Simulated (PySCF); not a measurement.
**A diatomic session: BePb**

The task here is to estimate one member of a computed series from the others.

The runs use PySCF 2.14.0; Be def2-SVPD, Pb def2-SVPD with ECP60, scalar-relativistic core potentials.

2 further runs of the same task are left out: 2 set aside as unsound or not needed.

The first run:

Settings of the job:

- atoms: Be, Pb
- charge: 0
- basis: Be def2-SVPD, Pb def2-SVPD with ECP60
- Hamiltonian: scalar-relativistic core potentials
- basis functions: 44
- electrons treated: 26
- masses in u: 9.0122, 207.9766
- levels: PBE0, PBE, r²SCAN, M06-2X, LDA, HF
- grid: 80 radial by 434 angular points
- occupations: held fixed by the projection of orbital angular momentum
- dissociation limit: Be + Pb, each in its ground configuration
- starting distance in angstrom: 2.355
- values of 2S to try: 0, 2

Steps of the session up to this table: Input; PBE0 along the bond; Higher solutions at PBE0; PBE (GGA); r²SCAN; M06-2X; LDA (local density); UHF (mean field).

One table of the session follows, with a row left open; its other results are not shown here.

It belongs to the step «The curves together». Energy (eV) from each level's lowest point:

```
R (Å)    UHF    LDA    PBE  r²SCAN   PBE0
2.088  0.704  0.415  0.513   0.492  0.502
2.185  0.378  0.160  0.227   0.211  0.220
2.282  0.182  0.034  0.070   0.061  0.067
2.355  0.094  0.000  0.015   0.011  0.014
2.428  0.042  0.006  0.000   0.000  0.000
2.501  0.013  0.041  0.015   0.019  0.015
2.598  0.000  0.121  0.069   0.076  0.067
2.719      ?      ?      ?       ?      ?
2.865  0.022  0.434  0.319   0.331  0.299
3.059  0.050  0.680  0.523   0.538  0.484
```

Estimate the missing values for R (Å) = 2.719.

Worked estimate for «UHF». A straight line through the neighbours (2.598, 0.000) and (2.865, 0.022) gives 0.000 + (0.022 − 0.000) × (2.719 − 2.598) / (2.865 − 2.598) = 0.010; a parabola fitted to 4 rows on both sides gives 0.007.

**Answer.** UHF: 0.004; LDA: 0.253; PBE: 0.171; r²SCAN: 0.182; PBE0: 0.163. In «UHF» the line misses by +0.006 and the parabola by +0.003.

State 3 has its PBE0 minimum 0.32 eV higher. The other levels ran on the lowest alone.
